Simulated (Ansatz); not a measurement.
Consider a scan of ordered alloys across composition of Na-Lu mixtures (the Python package of Ansatz (0.2.0)).

`alloy.py`:
```python
"""Mixing of Na and Lu on the bcc lattice, after relaxing cells and atoms."""

from collections import Counter
import warnings

import ansatz as az
import numpy as np
import pandas as pd


def bcc(a_site, a):
    return (
        az.Lattice.bcc(a)
        .space_group(229)
        .atom(a_site, [0, 0, 0])
        .primitive()
    )

A_FIRST, A_LAST = 4.28, 3.89


def compute(name, crystal):
    calc = (
        crystal.calculation()
        .functional(az.Functional.R2SCAN)
        .basis(620)
        .kpoints(spacing=0.27)
        .occupations("fermi_dirac", width=0.1)
        .band_table()
    )
    calc = calc.relax(force_tolerance=0.01, cell=True)
    return calc.run()


def volume_per_atom(outcome):
    return abs(np.linalg.det(outcome.lattice.cell_ang)) / len(outcome.lattice.sites)


def counts(outcome):
    return Counter(site.symbol for site in outcome.lattice.sites)


def main() -> None:
    warnings.simplefilter("ignore", az.DeckWarning)

    # ordered cells: the first k mixed sites take the second element
    phases = {}
    for k in range(2 + 1):
        a = A_FIRST + (A_LAST - A_FIRST) * k / 2
        cell = bcc("Na", a).conventional().resolved()
        sites = [site.position for site in cell.sites if site.symbol == "Na"]
        for position in sites[:k]:
            cell = cell.substitution("Lu", at=position, replaces="Na")
        phases[f"Na{2 - k}Lu{k}"] = cell.resolved()

    done = {name: compute(name, crystal) for name, crystal in phases.items()}

    # mixing quantities against the straight line between the end members, both on this lattice
    x = {name: counts(o)["Lu"] / (counts(o)["Na"] + counts(o)["Lu"]) for name, o in done.items()}
    first, last = min(x, key=x.get), max(x, key=x.get)
    energy = {name: o.report["energy_sigma0_ev"] / len(o.lattice.sites) for name, o in done.items()}
    volume = {name: volume_per_atom(o) for name, o in done.items()}
    rows = []
    for name in sorted(done, key=x.get):
        line = lambda table: (1 - x[name]) * table[first] + x[name] * table[last]
        rows.append((name, x[name], 1000 * (energy[name] - line(energy)), volume[name], 100 * (volume[name] / line(volume) - 1)))
    print(pd.DataFrame(rows, columns=["cell", "x(Lu)", "E_mix (meV/atom)", "V (A^3/atom)", "excess V (%)"]).round(4).to_string(index=False))


if __name__ == "__main__":
    main()
```

Do these ordered cells favour mixing or separation, and does the volume follow a straight line between the end members?

Mixing energies: +511 meV an atom at x(Na) = 0.50 (volume -9.2 % off the straight line). All are positive, so the end members on this lattice are favoured over these cells.

What the script printed:

Running `python alloy.py` prints:
```text
  cell  x(Lu)  E_mix (meV/atom)  V (A^3/atom)  excess V (%)
Na2Lu0    0.0            0.0000       37.7044        0.0000
Na1Lu1    0.5          510.9552       30.5823       -9.2139
Na0Lu2    1.0            0.0000       29.6677        0.0000
```

What to keep in mind:
- For the metals among these phases the mesh is modest: differences between phases can be off by up to 40 meV an atom.
- These are small ordered cells, with both end members on the same lattice, which need not be their own; they aren't random solutions. Differences under about 40 meV an atom lie within the error of mesh and functional.
- The cells are prototypes set up for this calculation and needn't exist.
- It ran for 84 s on 1 thread of Arm Neoverse V2, with other jobs on the host, peak memory 0.71 GiB.

(Lines on the test bed's own set-up are left out of the output.)
